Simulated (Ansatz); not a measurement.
# YbGe2Ru2 (I4/mmm) in Ansatz: single point with PBEsol

Aim: the single point of YbGe2Ru2 with PBEsol.

All numbers are computed with Ansatz 0.2.0; they aren't measurements. Logs are shortened: lines on timing, memory, paths and dates and some standing lists are left out, and cuts for length are marked.

**1. The crystal as given**

It takes space group I4/mmm (No. 139, tetragonal). Conventional cell: a = 4.203 Å, b = 4.203 Å, c = 9.763 Å, α = 90.00°, β = 90.00°, γ = 90.00°. Around Yb (site symmetry 4/mmm) lie 10 Ge at 3.21 to 3.66 Å and 8 Ru at 3.22 Å. Ru (site symmetry -4m2) has 4 Ge at 2.43 Å as nearest neighbours. Ge (site symmetry 4mm) is surrounded by 4 Ru at 2.43 Å and 1 Ge at 2.44 Å.

**2. Single point, PBEsol, collinear spin, ferromagnetic start**

Contents of input.yaml:

```yaml
crystal:
  lattice:
    - [-2.1015, 2.1015, 4.8815]
    - [2.1015, -2.1015, 4.8815]
    - [2.1015, 2.1015, -4.8815]
  atoms:
    - { symbol: Yb, position: [0.0, 0.0, 0.0], spin: 2.0 }
    - { symbol: Ru, position: [0.25, 0.75, 0.5], spin: 2.0 }
    - { symbol: Ru, position: [0.75, 0.25, 0.5], spin: 2.0 }
    - { symbol: Ge, position: [0.625, 0.625, 0.0] }
    - { symbol: Ge, position: [0.375, 0.375, 0.0] }
hamiltonian:
  xc: pbesol
  pseudopotentials: { kind: paw }
magnetization:
  spin_polarized: true
  initial_magnetization: 6.0
  spin_locking: { lock_magnetization: hard }
kpoints:
  mp_grid: { grid: [8, 8, 8] }
scf:
  occupations: { method: fermi_dirac, width: 0.05 }
  lower_state_search: "off"
output:
  forces: true
  stress: true
  eigenvalues: true
```

Potentials or basis: Ansatz PAW.

Run with:

```console
ansatz run input.yaml --threads 2 --pin off --max-ram 5632MiB --backend cpu --events-out ev --progress --plain --runs-dir out
```

Log:

```text
Warning: output.stress: scf.convergence.dr2_threshold = 1e-7 eV (the SCF's general default) is looser than the 5e-10 eV advised for a printed stress (1e-10 eV for each atom of the cell: 5). What an SCF threshold leaves in a stress goes as its square root, and in the free energy as the threshold itself, and one threshold admits the most on a small cell: of the crystals measured, under no hybrid functional and no lock of the moments, on runs that ended without the residual-converged pass, on stresses that held no estimate of that error, the worst erred by over 100 MPa in a component at 1e-7 eV an atom and by under 5 at 1e-10. Set scf.convergence.dr2_threshold to 5e-10 eV or tighter. The threshold is an SCF's pass mark: one that does not reach it within its budget of iterations ends unconverged, or closes short of it on a stop that the run arms, and scf.convergence.dr2_threshold's page says what that costs each kind of run
Warning: RAYON_NUM_THREADS=2 ignored (pool sized by the plan → 2); use --threads N
Engine: ansatz 0.2.0, aarch64-unknown-linux-gnu
Pseudopotentials: kind: paw
Pseudopotential: Yb, paw, valence charge 24, recommended cutoff 420 eV (normal), Yb.paw.azcp
Pseudopotential: Ru, paw, valence charge 16, recommended cutoff 420 eV (normal), Ru.paw.azcp
Pseudopotential: Ge, paw, valence charge 14, recommended cutoff 420 eV (normal), Ge.paw.azcp
Functional definition: PBEsol
  exchange = pbesol_x
  correlation = pbesol_c
Crystal: 5 atoms, lattice volume = 86.233 Å³
Basis set: ecut = 420 eV, 1661 PW (Γ), exchange–correlation on 80×80×80 points (8 copies of the dense FFT grid, shifted against one another)
Bands: 54, of which v1, the nominal top of the filled ones, is band 42 counted from 1 (41 counted from 0)
Symmetry: 16 space group operations
Space group: I4/mmm (ITA 139), of the structure as read, at distance tolerance 4.4e-5 Å
Magnetic group: BNS 139.531 (UNI 1191), of the structure as read, at distance tolerance 4.4e-5 Å
k-points: 59 of 512
Non-local potential: Yb, projectors of the file, l = 0: 3, l = 1: 2, l = 2: 2, l = 3: 3
Non-local potential: Ru, projectors of the file, l = 0: 3, l = 1: 2, l = 2: 2, l = 3: 1
Non-local potential: Ge, projectors of the file, l = 0: 2, l = 1: 2, l = 2: 3, l = 3: 1
PAW form: soft (Blöchl's): semilocal exchange-correlation on the pseudo side does not see the compensation charge
PAW frozen core: Yb, regenerated for the run's functional, and the local potential with it (the file was generated under x = pbe(κ = 0.804, μ = 0.2195149727645171), c = pbe(β = 0.06672455060314922))
PAW frozen core: Ru, regenerated for the run's functional, and the local potential with it (the file was generated under x = pbe(κ = 0.804, μ = 0.2195149727645171), c = pbe(β = 0.06672455060314922))
PAW frozen core: Ge, regenerated for the run's functional, and the local potential with it (the file was generated under x = pbe(κ = 0.804, μ = 0.2195149727645171), c = pbe(β = 0.06672455060314922))
PAW one-centre angular grid: Yb, 590 points (default); XC on 64 Gauss nodes
PAW one-centre angular grid: Ru, 590 points (default); XC on 64 Gauss nodes
PAW one-centre angular grid: Ge, 590 points (default); XC on 64 Gauss nodes
Initial density: superposition of atomic densities (chi_scale 0.1, normalization cell)
Starting moments: Σ|m| = 6 μB on 3 of 5 sites
Initial wavefunctions: pseudopotential atomic-orbital guess
Functional: x = pbesol(κ = 0.804, μ = 0.12345679012345678), c = pbesol(β = 0.046)
SCF iter   1: F=—  HF=-33820.083647 eV  |F-HF|=—  |Δ(HF+E_count)|=         —  Δρ=3.33e-1 (↑7.56e-2 ↓3.33e-1)  dr2=1.41e2  dr2_m=1.61e1  M=6.000 μB ∫|m|=6.024 μB  β_m=0.30  ethr=3.10e-3  ⟨swp⟩=6.1  Hψ=23469  notcnv=0  defer=2
preconditioner: auto → Kerker (q_TF=auto, 2.716 Å⁻¹)  [metal: Δε(μ)=0.000 eV  Ē_g=16.075 eV  σ=0.050 eV  W_gap=0.00  n_scr=32 (ndim 8)  ℏωp=32.5 eV  f_vac=0.000  D(μ)=27.37/eV (n_scr^D=606)]
spin=Collinear: Kerker preconditioning applied to the charge; magnetization (m = ρ↑ − ρ↓) channel mixes plain (no charge-response kernel on spin).
SCF iter   2: F=—  HF=-33843.416312 eV  |F-HF|=—  |Δ(HF+E_count)|=    2.33e1  Δρ=2.22e-1 (↑4.96e-2 ↓2.22e-1)  dr2=4.87e1  dr2_m=9.84e0  M=6.000 μB ∫|m|=6.000 μB  β_m=0.24  ethr=3.10e-3  ⟨swp⟩=4.0  Hψ=17492  notcnv=0  defer=265
SCF iter   3: F=—  HF=-33822.278258 eV  |F-HF|=—  |Δ(HF+E_count)|=    2.11e1  Δρ=1.70e-1 (↑3.92e-2 ↓1.70e-1)  dr2=2.17e1  dr2_m=7.00e0  M=6.000 μB ∫|m|=6.000 μB  β_m=0.57  ethr=3.10e-3  ⟨swp⟩=3.7  Hψ=17482  notcnv=0  defer=378
[... 13 lines left out ...]
SCF iter  17: F=—  HF=-33815.208174 eV  |F-HF|=—  |Δ(HF+E_count)|=   9.59e-6  Δρ=6.59e-4 (↑2.41e-5 ↓6.59e-4)  dr2=4.33e-4  dr2_m=8.19e-5  M=6.000 μB ∫|m|=6.000 μB  β_m=0.73  ethr=1.01e-6  ⟨swp⟩=1.4  Hψ=6262  notcnv=0  defer=411
SCF iter  18: F=—  HF=-33815.208162 eV  |F-HF|=—  |Δ(HF+E_count)|=   1.21e-5  Δρ=1.16e-4 (↑6.40e-6 ↓1.16e-4)  dr2=1.36e-5  dr2_m=2.63e-6  M=6.000 μB ∫|m|=6.000 μB  β_m=0.86  ethr=5.15e-7  ⟨swp⟩=1.2  Hψ=6089  notcnv=0  defer=411
SCF iter  19: F=—  HF=-33815.208163 eV  |F-HF|=—  |Δ(HF+E_count)|=   1.10e-6  Δρ=8.32e-5 (↑3.44e-6 ↓8.32e-5)  dr2=6.77e-6  dr2_m=1.30e-6  M=6.000 μB ∫|m|=6.000 μB  β_m=0.93  ethr=1.62e-8  ⟨swp⟩=1.8  Hψ=8220  notcnv=0  defer=411
iter 20 met the thresholds in force, and the SCF goes on: an eigenvalue changes by 1.60 meV, over its tolerance of 0.50 meV (output.eigenvalues, Limitations)
SCF iter  20: F=-33815.208163 eV  HF=-33815.208163 eV  |F-HF|=6.82e-8  |Δ(HF+E_count)|=   1.18e-7  Δρ=3.54e-6 (↑1.06e-6 ↓3.54e-6)  dr2=7.44e-9  dr2_m=2.14e-9  M=6.000 μB ∫|m|=6.000 μB  β_m=0.86  ethr=1.19e-10  ⟨swp⟩=11.1  Hψ=34713  notcnv=0
SCF iter  21: F=-33815.208163 eV  HF=-33815.208163 eV  |F-HF|=3.90e-9  |Δ(HF+E_count)|=   1.10e-8  Δρ=1.90e-6 (↑3.49e-7 ↓1.90e-6)  dr2=1.21e-9  dr2_m=7.30e-10  M=6.000 μB ∫|m|=6.000 μB  ethr=8.85e-12  ⟨swp⟩=2.4  Hψ=22382  notcnv=0
SCF 1 converged in 21 iterations: F = -33815.208163 eV  dr2 = 1.21e-9
SCF converged after 21 iterations
Stability checked in part: among states of this total moment the steps that led to this state did not find it unstable. No probe was made; neither looks for a lower state of another moment (fixed_total_moment; see scf.lower_state_search)
an eigenvalue changed by more than its tolerance at an iteration that met the thresholds in force, so the SCF went on 1 time: the last check found none over its tolerance
Magnetization: 6.0000 μB (45.0000 up, 39.0000 down)
Absolute magnetization: 6.0005 μB (∫|ρ↑−ρ↓|, with the PAW one-centre terms)
Spin contamination: 0.0136 ħ² per cell (⟨S²⟩ above its minimum at these occupations)
Per-site moments (μB) at R_I (Å): [(0.8860291058106832, 1.3252694589592326), (1.672507843129408, 1.0024358877871118), (1.6725078431294078, 1.0024358877871118), (0.12266422579078635, 1.0024358877871118), (0.1226642257907864, 1.0024358877871118)]
Free energy (F): -33815.208163 eV
Harris-Foulkes:  -33815.208163 eV  (|F-HF|=3.90e-9)
Internal energy: -33815.129783 eV  (E = F + TS)
E sigma→0 (E₀):  -33815.168973 eV
Entropy (-TS):   -0.078380 eV (-15.676 meV/atom)
Fermi energy:    16.807290 (↑ 18.108086, ↓ 15.506494) eV
--- Per-component energies (eV) ---
  E_band       = -258.942693
  E_kinetic    = 1626.444947
  E_local      = -12481.734405  (includes V_loc(G=0)·N_el)
  E_nonlocal   = 2069.766864
  E_hartree    = 5143.345818
  E_xc         = -698.761018
  E_vxc        = -819.883065  (∫ρ·V_xc dr)
  E_paw        = -17984.320139  (= ΣΔE_a)
  E_vpaw       = -940.230378  (= ΣTr[D̂ρ^β])
  E_aug_tail   = 0.000219  (compensation charges beyond the density's cutoff)
  E_ewald      = -11493.343728
  E_core_change = 3.471658  (= ΣΔE_core)
  E_smearing   = -0.078380  (= −TS)
  E_closure    = 0.000000  (closes the sum)
  Σ components = -33815.208163   (vs F -33815.208163, Δ=0.00e0)
--- Forces (eV/Å), atoms counted from 1 ---
  atom   1  Yb     0.00000000     0.00000000     0.00000000
  atom   2  Ru     0.00000000    -0.00000000     0.00000000
  atom   3  Ru    -0.00000000     0.00000000     0.00000000
  atom   4  Ge     0.00000000     0.00000000    -1.18973638
  atom   5  Ge     0.00000000     0.00000000     1.18973638
  max |Σ_I F_I| component: 4.44e-16 eV/Å
--- Stress (GPa, compression-positive) ---
        8.580823       0.000000       0.000000
        0.000000       8.580823       0.000000
        0.000000       0.000000      14.771397
  P = ⅓ Tr σ = 10.6443 GPa (106.443 kbar)
--- Band table (eV; the first three rows and the last of 118) ---
  k-point 0 ↑: bands = ["-56.6275", "-56.5939", "-35.5975", "-26.8506", "-26.8506", "-26.6736", "-26.6591", "-26.6591", "-26.6290", "-7.7574", "-7.7551", "-7.7551", "-7.6748", "-7.5594", "-7.5594", "-7.5162", "-7.5109", "-7.4926", "-7.4870", "-7.4870", "-7.4700", "-7.4081", "5.0016", "8.0402", "10.3835", "11.8207", "11.8207", "12.1283", "13.6499", "14.1241", "14.1241", "14.4017", "14.7850", "14.7850", "14.8500", "14.8628", "14.8628", "14.8715", "15.0977", "15.1542", "15.3710", "15.7914", "15.7914", "16.7311", "16.8160", "19.2549", "19.2549", "19.5132", "20.4057", "21.3779", "22.5755", "23.1796", "23.3451", "23.3451"]
  k-point 1 ↑: bands = ["-56.6251", "-56.5964", "-35.5972", "-26.8546", "-26.8201", "-26.6914", "-26.6700", "-26.6563", "-26.6320", "-7.7647", "-7.7642", "-7.7544", "-7.6728", "-7.5775", "-7.5592", "-7.5150", "-7.5102", "-7.4887", "-7.4876", "-7.4768", "-7.4701", "-7.4117", "5.2359", "8.1291", "10.6257", "11.4372", "11.9940", "12.3606", "13.1432", "13.7619", "14.4452", "14.6125", "14.6852", "14.7465", "14.8524", "14.8558", "14.8584", "14.8741", "14.9539", "15.1276", "15.1304", "15.2096", "15.7461", "16.5623", "17.1982", "18.0678", "19.9222", "19.9633", "21.1490", "21.7762", "22.5037", "22.8521", "24.0530", "24.1866"]
  k-point 2 ↑: bands = ["-56.6190", "-56.6022", "-35.5967", "-26.8641", "-26.7689", "-26.7460", "-26.6614", "-26.6496", "-26.6393", "-7.7856", "-7.7851", "-7.7525", "-7.6708", "-7.5928", "-7.5578", "-7.5137", "-7.5084", "-7.4931", "-7.4903", "-7.4650", "-7.4647", "-7.4185", "5.7897", "8.3329", "10.6052", "11.6121", "12.4355", "12.5468", "12.7896", "12.7948", "14.1858", "14.4436", "14.4903", "14.6781", "14.8043", "14.8391", "14.8432", "14.8547", "14.9053", "14.9584", "15.0691", "15.1095", "15.6245", "16.1700", "17.4467", "17.4658", "20.3586", "21.2435", "21.2710", "21.6894", "21.7555", "23.0695", "23.1185", "25.0866"]
  k-point 58 ↓: bands = ["-55.3087", "-55.2741", "-35.2596", "-25.4515", "-25.4515", "-25.3351", "-25.2889", "-25.2523", "-25.2523", "-7.6265", "-7.5647", "-7.5647", "-7.4811", "-7.4599", "-7.4513", "-7.4508", "-7.4474", "-7.4470", "-7.4470", "-7.3712", "-7.3712", "-7.3638", "6.4612", "7.0846", "11.2184", "12.9243", "12.9243", "13.2491", "14.0356", "14.2987", "14.2987", "14.8203", "15.2898", "15.2898", "15.2932", "15.3250", "15.3861", "15.4273", "15.4273", "16.8079", "17.0611", "17.0611", "18.0408", "18.1358", "19.6594", "20.3550", "20.4920", "20.8085", "21.7666", "21.7666", "22.8759", "22.8759", "22.9426", "23.7953"]
```

Wall time 45 s (2 threads of Arm Neoverse V1, shared host); peak memory 0.69 GiB.

Results:

```
Free energy     : -33815.2082 eV
Pressure        : 10.6 GPa
Largest force   : 1.190 eV/Å
Net moment      : 6.00 μB per cell
Absolute moment : 6.00 μB per cell
Site moments    : Yb +0.89; Ru +1.67; Ge +0.12 μB
```

Forces on the atoms (eV/Å):
```
Yb   0.000  0.000  0.000
Ru   0.000  0.000  0.000
Ru   0.000  0.000  0.000
Ge   0.000  0.000 -1.190
Ge   0.000  0.000  1.190
```

Caveat: spin-orbit coupling is left out, which moves the levels of the heavy elements; the cell's inner coordinates are idealised or old, which leaves forces on the atoms; the total moment is fixed, so each spin has its own Fermi level; without U or exact exchange the open f shell lies at the Fermi level, which spoils levels, moments and volumes; the PAW data sets come from PBE, with cores solved anew for the run's functional, which leaves a small shift of forces and pressure; the thresholds are loose for stress. The state reached can hang on the start; a lower one may exist.
